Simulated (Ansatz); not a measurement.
# C₃H₁₂O₃Si₂: up Jacob's ladder to CCSD(T)

One table from this session's results is given with a row withheld; the runs are named, their logs left out.

Program: Ansatz 0.2.0, Gaussian basis. Level of theory: functionals in def2-TZVPP, the program's frozen cores in correlated methods. These are calculated values, not measurements.

Levels to be run: LDA (SPW92), PBE-D4, revPBE-D4, BLYP-D4, r2SCAN-D4, B97M-V, PBE0-D4, B3LYP-D4, r2SCANh-D4, r2SCAN0-D4, HSE06-D4, BHLYP-D4, CAM-B3LYP-D4, LC-ωPBE, ωB97X-V, ωB97M-V, B2PLYP, PBE-QIDH; CCSD(T)/def2-SVP; CCSD(T)/def2-TZVPP; MP2/def2-QZVPP; extrapolation to the limit; RPA on PBE.

## Structure used throughout

An earlier PBE0-D4 in a triple-zeta def2 set relaxation fixed the geometry.

20 atoms, charge 0, spin multiplicity 1.

Atoms are counted from 1 here; the program's logs count them from 0.

Bond lengths: C1–O2 1.409 Å, C1–H9 1.096 Å, C1–H10 1.095 Å, C1–H11 1.091 Å, O2–Si3 1.633 Å, Si3–C4 1.843 Å, Si3–O5 1.641 Å, Si3–O7 1.629 Å, C4–H12 1.092 Å, C4–H13 1.092 Å, C4–H14 1.092 Å, O5–C6 1.407 Å, C6–H15 1.091 Å, C6–H16 1.096 Å, C6–H17 1.096 Å, O7–Si8 1.638 Å, Si8–H18 1.487 Å, Si8–H19 1.485 Å and more. Angles: O2–C1–H9 111.7°, O2–C1–H10 111.1°, O2–C1–H11 108.3°, H9–C1–H10 108.4°, H9–C1–H11 108.6°, H10–C1–H11 108.6°, C1–O2–Si3 123.6°, O2–Si3–C4 106.8°, O2–Si3–O5 110.7°, O2–Si3–O7 110.6°, C4–Si3–O5 113.4°, C4–Si3–O7 111.6°, O5–Si3–O7 103.9°, Si3–C4–H12 110.5°, Si3–C4–H13 111.0°, Si3–C4–H14 110.7°, H12–C4–H13 107.9°, H12–C4–H14 108.3° and more.

The first run:

The input, in.yaml:

```yaml
crystal:
  periodic: [false, false, false]
  atoms:
    - {symbol: C, position_ang: [-0.365163, -1.503882, 1.907946]}
    - {symbol: O, position_ang: [-1.088562, -1.007278, 0.804967]}
    - {symbol: Si, position_ang: [-0.410604, -0.146629, -0.405968]}
    - {symbol: C, position_ang: [-1.724045, 0.118936, -1.671142]}
    - {symbol: O, position_ang: [0.233876, 1.249790, 0.166178]}
    - {symbol: C, position_ang: [-0.497272, 2.227572, 0.866221]}
    - {symbol: O, position_ang: [0.868165, -0.941061, -1.028605]}
    - {symbol: Si, position_ang: [2.496789, -0.790797, -1.116740]}
    - {symbol: H, position_ang: [0.210899, -0.714562, 2.403621]}
    - {symbol: H, position_ang: [0.325484, -2.296376, 1.601939]}
    - {symbol: H, position_ang: [-1.074997, -1.919189, 2.625357]}
    - {symbol: H, position_ang: [-2.075467, -0.837705, -2.063056]}
    - {symbol: H, position_ang: [-2.582428, 0.640605, -1.241693]}
    - {symbol: H, position_ang: [-1.342089, 0.712256, -2.504687]}
    - {symbol: H, position_ang: [0.206252, 2.946209, 1.290320]}
    - {symbol: H, position_ang: [-1.180522, 2.766783, 0.200655]}
    - {symbol: H, position_ang: [-1.082242, 1.789533, 1.682620]}
    - {symbol: H, position_ang: [3.093851, -0.733670, 0.243448]}
    - {symbol: H, position_ang: [2.876716, 0.433038, -1.867748]}
    - {symbol: H, position_ang: [3.019561, -1.984275, -1.827231]}
basis:
  gaussian: {orbitals: def2-TZVPP}
hamiltonian: {xc: lda}
output: {orbitals: {seedname: orbitals}}
```

Among the steps run: LDA; PBE-D4 (GGA); revPBE-D4 (GGA); BLYP-D4 (GGA); r2SCAN-D4 (meta-GGA); B97M-V (meta-GGA); PBE0-D4 (hybrid); B3LYP-D4 (hybrid); r2SCANh-D4 (hybrid); r2SCAN0-D4 (hybrid); HSE06-D4 (hybrid); BHLYP-D4 (hybrid); CAM-B3LYP-D4 (range-separated); LC-ωPBE (range-separated); ωB97X-V (range-separated); ωB97M-V (range-separated); B2PLYP (double hybrid); PBE-QIDH (double hybrid).

One of the session's tables, all rows but one given; the rest of the session is left out.

It belongs to the step «Frontier levels by functional». 

```
  functional  HOMO (eV)  LUMO (eV)  gap (eV)
 LDA (SPW92)      -6.73      -0.77      5.96
      PBE-D4      -6.58      -0.50      6.09
   revPBE-D4      -6.52      -0.37      6.16
     BLYP-D4      -6.50      -0.37      6.13
   r2SCAN-D4      -6.93      -0.04      6.89
      B97M-V      -7.09      -0.37      6.71
     PBE0-D4      -8.19       0.36      8.55
    B3LYP-D4      -7.95       0.13      8.08
  r2SCANh-D4      -7.53       0.24      7.77
  r2SCAN0-D4      -8.44       0.65      9.09
    HSE06-D4          ?          ?         ?
    BHLYP-D4      -9.76       1.17     10.93
CAM-B3LYP-D4      -9.67       1.29     10.96
     LC-ωPBE     -11.00       2.51     13.51
     ωB97X-V     -10.69       2.31     13.00
     ωB97M-V     -10.63       1.94     12.57
```

Estimate the missing values for HSE06-D4.

As computed: HOMO (eV): -7.78; LUMO (eV): -0.01; gap (eV): 7.77. In the column «HOMO (eV)» it lies between B3LYP-D4 (-7.95) and r2SCANh-D4 (-7.53).
